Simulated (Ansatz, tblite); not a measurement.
# The cluster Ga₃Cl₆+: competing shapes

Aim: relax the candidate shapes of the cluster Ga₃Cl₆+ that a cheap search turned up, and see how the levels of theory order them.

The runs use Ansatz 0.2.0, Gaussian basis; relaxed with PBE-D4/def2-SVP, singlet.

2 further runs of the same task are left out: 1 that didn't finish, 1 set aside as unsound or not needed. Runs told in other sessions of the task aren't counted.

## Step 1: The system as given

9 atoms, charge 1, spin multiplicity 1.

Atoms are counted from 1 here; the program's logs count them from 0.

Bond lengths: Ga1–Cl5 2.084 Å, Ga1–Cl7 2.292 Å, Ga1–Cl8 2.226 Å, Ga1–Cl9 2.289 Å, Ga2–Ga3 2.472 Å, Ga2–Cl4 2.111 Å, Ga2–Cl7 2.372 Å, Ga2–Cl9 2.383 Å, Ga3–Cl6 2.142 Å, Ga3–Cl8 2.567 Å. Angles: Cl5–Ga1–Cl7 117.4°, Cl5–Ga1–Cl8 119.4°, Cl5–Ga1–Cl9 118.6°, Cl7–Ga1–Cl8 103.0°, Cl7–Ga1–Cl9 91.3°, Cl8–Ga1–Cl9 102.5°, Ga3–Ga2–Cl4 134.5°, Ga3–Ga2–Cl7 100.3°, Ga3–Ga2–Cl9 99.3°, Cl4–Ga2–Cl7 112.4°, Cl4–Ga2–Cl9 112.8°, Cl7–Ga2–Cl9 87.1°, Ga2–Ga3–Cl6 164.6°, Ga2–Ga3–Cl8 92.7°, Cl6–Ga3–Cl8 102.7°, Ga1–Cl7–Ga2 82.6°, Ga1–Cl8–Ga3 99.9°, Ga1–Cl9–Ga2 82.4°.

Geometry (Å):

```xyz
9
Cl6Ga3
Ga    0.5270    1.5212    0.7435
Ga    0.3747   -0.7530   -1.3249
Ga   -1.2707   -1.6524    0.2859
Cl    1.1395   -1.4095   -3.1792
Cl    1.2257    3.3171    1.5363
Cl   -2.7650   -2.8284    1.2727
Cl    2.0868   -0.0542    0.1611
Cl   -0.9783    0.3387    1.8796
Cl   -0.3397    1.5203   -1.3753
```

The ion is computed in the gas phase, without counter-ions or solvent.

A search from random starts with GFN1-xTB found 13 distinct shapes; 2 go on here. The structure above is candidate A, which lies 0.00 eV above the lowest at that level; B lies 0.36 eV above the lowest at that level.

## Step 2: Relaxing candidate A

in.yaml

```yaml
crystal:
  periodic: [false, false, false]
  atoms:
    - {symbol: Ga, position_ang: [0.527000, 1.521250, 0.743540]}
    - {symbol: Ga, position_ang: [0.374740, -0.752960, -1.324850]}
    - {symbol: Ga, position_ang: [-1.270690, -1.652360, 0.285950]}
    - {symbol: Cl, position_ang: [1.139450, -1.409530, -3.179240]}
    - {symbol: Cl, position_ang: [1.225710, 3.317130, 1.536340]}
    - {symbol: Cl, position_ang: [-2.765040, -2.828370, 1.272740]}
    - {symbol: Cl, position_ang: [2.086810, -0.054230, 0.161140]}
    - {symbol: Cl, position_ang: [-0.978320, 0.338730, 1.879640]}
    - {symbol: Cl, position_ang: [-0.339670, 1.520330, -1.375260]}
basis:
  gaussian: {orbitals: def2-SVP}
total_charge: 1
hamiltonian: {xc: pbe, dispersion: d4}
scf: {lower_state_search: "off"}
output: {orbitals: {seedname: orbitals}}
relax: {f_tol: 0.03, max_steps: 70}
```

Command:

```sh
ansatz run in.yaml --threads 4 --pin off --events-out ev --progress --plain --max-ram 6963MiB
```

The program printed, cut to the lines that bear on the results:

```text
Functional definition: PBE
  name "PBE"
  cite "Perdew, Burke & Ernzerhof, Phys. Rev. Lett. 77, 3865 (1996) doi:10.1103/PhysRevLett.77.3865"
  parent pbe
[...]
2235 factors; their error is unknown
[...]
mean field -232175.17195250 eV, -8532.2801952706 hartree, gradient 6.0e-6 eV, S^2 0.000000; 0 other end points of the search recorded, 0 dependent functions left out
[...]
reference -232175.17200167 eV, -8532.2801970774 hartree; 97, 97 occupied and 107, 107 virtual orbitals, 2235 factors
relax step   1: F+E_penalty+E_count = -232175.82860759 eV  Δ(F+E_penalty+E_count) = +0.000e0 eV  max|allowed force component| = 5.073e-1 eV/Å  Δτ_max = 0.0000 Å  (17 SCF iters, accepted)
[...]
relax step   6: F+E_penalty+E_count = -232175.91916350 eV  Δ(F+E_penalty+E_count) = -3.385e-3 eV  max|allowed force component| = 3.920e-2 eV/Å  Δτ_max = 0.0353 Å  (18 SCF iters, accepted)
[...]
relax step   7: F+E_penalty+E_count = -232175.91947255 eV  Δ(F+E_penalty+E_count) = -3.091e-4 eV  max|allowed force component| = 1.302e-2 eV/Å  Δτ_max = 0.0144 Å  (19 SCF iters, accepted)
Total energy: -232175.91952192 eV, -8532.3076679399 hartree
Atom 0 at     0.562338     1.550549     0.729474 Å, force    -0.003998    -0.007001    -0.001816 eV/Å
Atom 1 at     0.359466    -0.797447    -1.364249 Å, force     0.006813     0.003761    -0.011252 eV/Å
Atom 2 at    -1.247975    -1.531146     0.345065 Å, force    -0.008904    -0.004475     0.013019 eV/Å
Atom 3 at     1.105221    -1.480730    -3.217586 Å, force     0.001353    -0.002367    -0.003064 eV/Å
Atom 4 at     1.191634     3.353266     1.607912 Å, force     0.003398     0.006409     0.001564 eV/Å
Atom 5 at    -2.680221    -2.816808     1.204108 Å, force    -0.002650    -0.006576    -0.001767 eV/Å
Atom 6 at     2.077692    -0.109076     0.191661 Å, force    -0.001895     0.002832     0.000133 eV/Å
Atom 7 at    -1.006940     0.319221     1.891830 Å, force     0.002428     0.005867    -0.001618 eV/Å
Atom 8 at    -0.361226     1.512162    -1.388215 Å, force     0.003454     0.001550     0.004800 eV/Å
Dipole moment:    -0.172608    -0.225807     0.038534 e Å
Checks for a lower state left out: stability, starts, cluster_reference, orbital_swaps, neighbouring_geometries, increment
```

Run time: 12 s. Hardware: 4 threads of Intel Xeon 6975P-C, shared host.

Relaxation path: (the energy doesn't fall at every step)

```
step  energy from step 1 (eV)  largest force component (eV/Å)
   1                   0.0000                          0.5073
   2                  -0.0677                          0.2369
   3                  -0.0807                          0.1278
   4                  -0.0720                          0.3692
   5                  -0.0872                          0.0774
   6                  -0.0906                          0.0392
   7                  -0.0909                          0.0130
```

Distances of close pairs at the start and the end, largest changes first:

```csv
bond,before (Å),after (Å),change (Å)
Ga3–Cl8,2.567,2.424,-0.143
Ga1–Cl8,2.226,2.309,+0.083
Ga2–Cl7,2.372,2.418,+0.046
Ga2–Cl9,2.383,2.420,+0.036
Ga3–Cl6,2.142,2.108,-0.035
Ga1–Cl9,2.289,2.311,+0.021
Ga1–Cl7,2.292,2.311,+0.019
Ga1–Cl5,2.084,2.102,+0.018
```

## Step 3: Relaxing candidate B

in.yaml

```yaml
crystal:
  periodic: [false, false, false]
  atoms:
    - {symbol: Ga, position_ang: [1.106560, -1.276500, -0.063500]}
    - {symbol: Ga, position_ang: [-0.031970, -2.096690, -2.088930]}
    - {symbol: Ga, position_ang: [-0.707480, 2.553500, 1.757460]}
    - {symbol: Cl, position_ang: [-1.946530, -2.997250, -1.976150]}
    - {symbol: Cl, position_ang: [0.600100, 3.858660, 2.719330]}
    - {symbol: Cl, position_ang: [2.738250, -1.712620, 1.275390]}
    - {symbol: Cl, position_ang: [-2.768900, 2.798520, 1.551080]}
    - {symbol: Cl, position_ang: [0.875600, -1.870550, -3.989400]}
    - {symbol: Cl, position_ang: [0.134370, 0.742930, 0.814720]}
basis:
  gaussian: {orbitals: def2-SVP}
total_charge: 1
hamiltonian: {xc: pbe, dispersion: d4}
scf: {lower_state_search: "off"}
output: {orbitals: {seedname: orbitals}}
relax: {f_tol: 0.03, max_steps: 70}
```

The command is unchanged.

The program printed, cut to the lines that bear on the results:

```text
Functional definition: PBE
  name "PBE"
  cite "Perdew, Burke & Ernzerhof, Phys. Rev. Lett. 77, 3865 (1996) doi:10.1103/PhysRevLett.77.3865"
  parent pbe
[...]
2235 factors; their error is unknown
[...]
mean field -232173.95283814 eV, -8532.2353936441 hartree, gradient 1.6e-6 eV, S^2 0.000000; 0 other end points of the search recorded, 0 dependent functions left out
[...]
reference -232173.95289394 eV, -8532.2353956948 hartree; 97, 97 occupied and 107, 107 virtual orbitals, 2235 factors
relax step   1: F+E_penalty+E_count = -232174.41007479 eV  Δ(F+E_penalty+E_count) = +0.000e0 eV  max|allowed force component| = 7.913e-1 eV/Å  Δτ_max = 0.0000 Å  (18 SCF iters, accepted)
[...]
relax step   8: F+E_penalty+E_count = -232174.74542970 eV  Δ(F+E_penalty+E_count) = -3.096e-2 eV  max|allowed force component| = 1.383e-1 eV/Å  Δτ_max = 0.1960 Å  (19 SCF iters, accepted)
[...]
Atom 0 at    -0.043716    -0.474097    -0.378050 Å, force     0.002565    -0.003909    -0.005157 eV/Å
Atom 1 at     0.135773    -2.268253    -2.119545 Å, force    -0.000107     0.004364     0.002649 eV/Å
Atom 2 at    -0.101107     2.018405     1.871384 Å, force     0.000138    -0.005203    -0.004481 eV/Å
Atom 3 at    -1.344354    -3.778203    -2.029525 Å, force    -0.003111    -0.002127     0.001765 eV/Å
Atom 4 at     1.647727     3.185106     1.658771 Å, force    -0.000089     0.001511     0.001435 eV/Å
Atom 5 at     0.665944    -0.337505     1.774190 Å, force    -0.000931     0.005183    -0.000715 eV/Å
Atom 6 at    -1.813861     2.031600     3.105694 Å, force    -0.001395    -0.001907     0.000049 eV/Å
Atom 7 at     1.765268    -2.000587    -3.445993 Å, force     0.001111    -0.000993    -0.000496 eV/Å
Atom 8 at    -0.911673     1.623535    -0.436926 Å, force     0.001820     0.003080     0.004951 eV/Å
Dipole moment:    -0.024337    -0.282580    -0.226486 e Å
Checks for a lower state left out: stability, starts, cluster_reference, orbital_swaps, neighbouring_geometries, increment
```

Wall time 43 s (4 threads of Intel Xeon 6975P-C, shared host).

The steps of the relaxation: (the energy doesn't fall at every step)

```csv
step,energy from step 1 (eV),largest force component (eV/Å)
1,0.0000,0.7913
2,-0.1377,0.4119
3,-0.1796,0.1158
4,-0.2109,0.0809
5,-0.2488,0.1385
6,-0.2788,0.2171
7,-0.3044,0.1804
8,-0.3354,0.1383
9,-0.3632,0.1767
10,-0.3855,0.1592
11,-0.4035,0.1769
12,-0.4117,0.0905
13,-0.4176,0.0638
14,-0.4215,0.1253
15,-0.4256,0.1068
16,-0.4315,0.2675
17,-0.4383,0.2843
18,-0.4557,0.2816
19,-0.4817,0.2518
20,-0.5179,0.1686
21,-0.5904,0.1756
22,-0.6778,0.2301
23,-0.7369,0.3635
24,-0.7691,0.1863
25,-0.8022,0.0744
26,-0.8061,0.0510
27,-0.7919,0.4658
28,-0.8074,0.0052
```

Distances of close pairs at the start and the end, largest changes first:

| bond | before (Å) | after (Å) | change (Å) |
| --- | --- | --- | --- |
| Ga3–Cl6 | 5.505 | 2.480 | -3.025 |
| Ga3–Cl9 | 2.208 | 2.478 | +0.270 |
| Ga1–Cl9 | 2.407 | 2.271 | -0.136 |
| Ga1–Cl6 | 2.155 | 2.270 | +0.115 |
| Ga1–Ga2 | 2.464 | 2.507 | +0.043 |
| Ga3–Cl5 | 2.083 | 2.113 | +0.030 |
| Ga3–Cl7 | 2.086 | 2.111 | +0.025 |
| Ga2–Cl4 | 2.119 | 2.116 | -0.002 |

## Step 4: The relaxed candidates

```
candidate  point group         bonds (count, mean Å)  energy above the lowest (kcal/mol)
        A           Cs  Cl–Ga 9, 2.28; Ga–Ga 1, 2.46                                 0.0
        B           C1  Cl–Ga 8, 2.24; Ga–Ga 1, 2.51                                16.2
```

## Step 5: Candidate B, GFN1-xTB

Tight binding, by tblite at 300 K electronic temperature and without a spin-polarisation term:

```python
tblite.interface.Calculator('GFN1-xTB', numbers, positions, charge=1, uhf=0).singlepoint()
```

Energy -802.1604 eV, HOMO -15.59 eV, LUMO -11.93 eV; 0.017 s.

## Step 6: Candidate B, GFN2-xTB

Tight binding, by tblite at 300 K electronic temperature and without a spin-polarisation term:

```python
tblite.interface.Calculator('GFN2-xTB', numbers, positions, charge=1, uhf=0).singlepoint()
```

Energy -841.4438 eV, HOMO -15.74 eV, LUMO -13.09 eV; 0.028 s.

## Step 7: Candidate B, PBE0-D4/def2-TZVP

start.molden holds the orbitals of an earlier run on this state, given as this run's starting guess.

in.yaml

```yaml
crystal:
  periodic: [false, false, false]
  atoms:
    - {symbol: Ga, position_ang: [-0.043716, -0.474097, -0.378050]}
    - {symbol: Ga, position_ang: [0.135773, -2.268253, -2.119545]}
    - {symbol: Ga, position_ang: [-0.101107, 2.018405, 1.871384]}
    - {symbol: Cl, position_ang: [-1.344354, -3.778203, -2.029525]}
    - {symbol: Cl, position_ang: [1.647727, 3.185106, 1.658771]}
    - {symbol: Cl, position_ang: [0.665944, -0.337505, 1.774190]}
    - {symbol: Cl, position_ang: [-1.813861, 2.031600, 3.105694]}
    - {symbol: Cl, position_ang: [1.765268, -2.000587, -3.445993]}
    - {symbol: Cl, position_ang: [-0.911673, 1.623535, -0.436926]}
basis:
  gaussian: {orbitals: def2-TZVP, initial_orbitals: start.molden}
total_charge: 1
hamiltonian: {xc: pbe0, dispersion: d4}
scf: {omitted_lower_state_checks: [starts]}
output: {orbitals: {seedname: orbitals}}
```

Same command.

The program printed:

```text
Functional definition: PBE0
  name "PBE0"
  cite "Adamo & Barone, J. Chem. Phys. 110, 6158 (1999) doi:10.1063/1.478522"
  cite "Perdew, Burke & Ernzerhof, Phys. Rev. Lett. 77, 3865 (1996) doi:10.1103/PhysRevLett.77.3865"
  parent pbe
  parameter a = 0.25
  parameter kappa = 0.804
  parameter beta = 0.06672455060314922
  exchange = (1 - a)*pbe_x(kappa = kappa, mu = beta*pi^2/3) + a*exact_x
  correlation = pbe_c(beta = beta)
these checks for a lower state are left out or cut short: starts
2847 factors; their error is unknown
mean field evaluation 1: about -232222.9650 eV, gradient 2.9e2 eV
mean field evaluation 2: about -232228.8970 eV, gradient 8.8e0 eV
mean field evaluation 4: about -232229.9124 eV, gradient 3.3e-1 eV
mean field evaluation 8: about -232229.9129 eV, gradient 2.1e-5 eV
mean field -232229.91294697 eV, -8534.2918897124 hartree, gradient 2.1e-5 eV, S^2 0.000000; 0 other end points of the search recorded, 0 dependent functions left out
reference -232229.91298994 eV, -8534.2918912916 hartree; 97, 97 occupied and 269, 269 virtual orbitals, 2847 factors
Total energy: -232230.39319662 eV, -8534.3095385618 hartree
Checks for a lower state left out: starts
```

Wall time 15 s (4 threads of Intel Xeon 6975P-C, shared host); peak memory 2.6 GiB.

HOMO -12.93 eV, LUMO -7.12 eV.

## Step 8: Candidate B, PBE-D4/def2-TZVP

in.yaml, as its differences from that of step 7:

```diff
@@ -15,4 +15,4 @@
 total_charge: 1
-hamiltonian: {xc: pbe0, dispersion: d4}
+hamiltonian: {xc: pbe, dispersion: d4}
 scf: {omitted_lower_state_checks: [starts]}
-output: {orbitals: {seedname: orbitals}}
+output: {forces: true, orbitals: {seedname: orbitals}}
```

Same command.

The program printed, cut to the lines that bear on the results:

```text
Functional definition: PBE
  name "PBE"
  cite "Perdew, Burke & Ernzerhof, Phys. Rev. Lett. 77, 3865 (1996) doi:10.1103/PhysRevLett.77.3865"
  parent pbe
[...]
2640 factors; their error is unknown
[...]
mean field -232220.81016224 eV, -8533.9573685438 hartree, gradient 7.6e-5 eV, S^2 0.000000; 0 other end points of the search recorded, 0 dependent functions left out
[...]
reference -232220.81021966 eV, -8533.9573706539 hartree; 97, 97 occupied and 269, 269 virtual orbitals, 2640 factors
Total energy: -232221.35192068 eV, -8533.9772777994 hartree
Atom 0 at    -0.043716    -0.474097    -0.378050 Å, force    -0.013002     0.211324     0.197252 eV/Å
Atom 1 at     0.135773    -2.268253    -2.119545 Å, force     0.012087    -0.123522    -0.121283 eV/Å
Atom 2 at    -0.101107     2.018405     1.871384 Å, force    -0.001354    -0.020863    -0.017163 eV/Å
Atom 3 at    -1.344354    -3.778203    -2.029525 Å, force     0.130940     0.137834    -0.004190 eV/Å
Atom 4 at     1.647727     3.185106     1.658771 Å, force    -0.150899    -0.089634     0.028186 eV/Å
Atom 5 at     0.665944    -0.337505     1.774190 Å, force    -0.074240     0.053930    -0.164814 eV/Å
Atom 6 at    -1.813861     2.031600     3.105694 Å, force     0.151502     0.003308    -0.104729 eV/Å
Atom 7 at     1.765268    -2.000587    -3.445993 Å, force    -0.144073    -0.023860     0.118942 eV/Å
Atom 8 at    -0.911673     1.623535    -0.436926 Å, force     0.089038    -0.148518     0.067799 eV/Å
Dipole moment:    -0.026963    -0.275166    -0.218101 e Å
Checks for a lower state left out: starts
```

It took 5.5 s on 4 threads of Intel Xeon 6975P-C, shared host; peak memory 1 GiB.

Report: HOMO -11.63 eV, LUMO -7.93 eV.

## Step 9: Candidate B, r2SCAN-D4/def2-TZVP

in.yaml, as its differences from that of step 8:

```diff
@@ -15,4 +15,4 @@
 total_charge: 1
-hamiltonian: {xc: pbe, dispersion: d4}
+hamiltonian: {xc: r2scan, dispersion: d4}
 scf: {omitted_lower_state_checks: [starts]}
-output: {forces: true, orbitals: {seedname: orbitals}}
+output: {orbitals: {seedname: orbitals}}
```

The command is unchanged.

The program printed:

```text
Functional definition: r2SCAN
  name "r2SCAN"
  cite "Furness, Kaplan, Ning, Perdew & Sun, J. Phys. Chem. Lett. 11, 8208 (2020) doi:10.1021/acs.jpclett.0c02405"
  cite "Furness, Kaplan, Ning, Perdew & Sun, J. Phys. Chem. Lett. 11, 9248 (2020) doi:10.1021/acs.jpclett.0c03077"
  parent r2scan
  parameter k0 = 0.174
  parameter k1 = 0.065
  parameter a1 = 4.9479
  exchange = r2scan_x(k0 = k0, k1 = k1, a1 = a1)
  correlation = r2scan_c
these checks for a lower state are left out or cut short: starts
2640 factors; their error is unknown
mean field evaluation 1: about -232269.5209 eV, gradient 1.7e1 eV
mean field evaluation 2: about -232269.6199 eV, gradient 2.0e-1 eV
mean field evaluation 4: about -232269.5634 eV, gradient 5.4e-4 eV
mean field -232269.56344313 eV, -8535.7490185705 hartree, gradient 1.4e-5 eV, S^2 0.000000; 0 other end points of the search recorded, 0 dependent functions left out
reference -232269.56345815 eV, -8535.7490191222 hartree; 97, 97 occupied and 269, 269 virtual orbitals, 2640 factors
Total energy: -232269.69414691 eV, -8535.7538218456 hartree
Checks for a lower state left out: starts
```

Run time: 8.5 s. Hardware: 4 threads of Intel Xeon 6975P-C, shared host; peak memory 1.1 GiB.

Report: HOMO -12.02 eV, LUMO -7.77 eV.

## Step 10: B against A

The energies of A at these levels come from its own runs, whose logs aren't repeated here.

```
              level  B above A (kcal/mol)     time
           GFN1-xTB                  +5.8  0.036 s
           GFN2-xTB                  +9.8  0.053 s
   PBE-D4/def2-TZVP                 +14.0     10 s
r2SCAN-D4/def2-TZVP                 +14.9     18 s
  PBE0-D4/def2-TZVP                 +14.7     34 s
```

Times add the two runs; a level without a time comes out of a correlated run.

## Step 11: What came out

| quantity | value |
| --- | --- |
| B above A, range of the levels free of doubt, tight binding aside | +14.0 to +14.9 kcal/mol |
| levels that put B lower | none |

What this shows: All levels free of doubt put A (Cs) below B (C1), by 5.8 to 14.9 kcal/mol. A random search of this size may have missed the true lowest shape. Only singlets are compared; another spin may lie lower and prefer another shape.
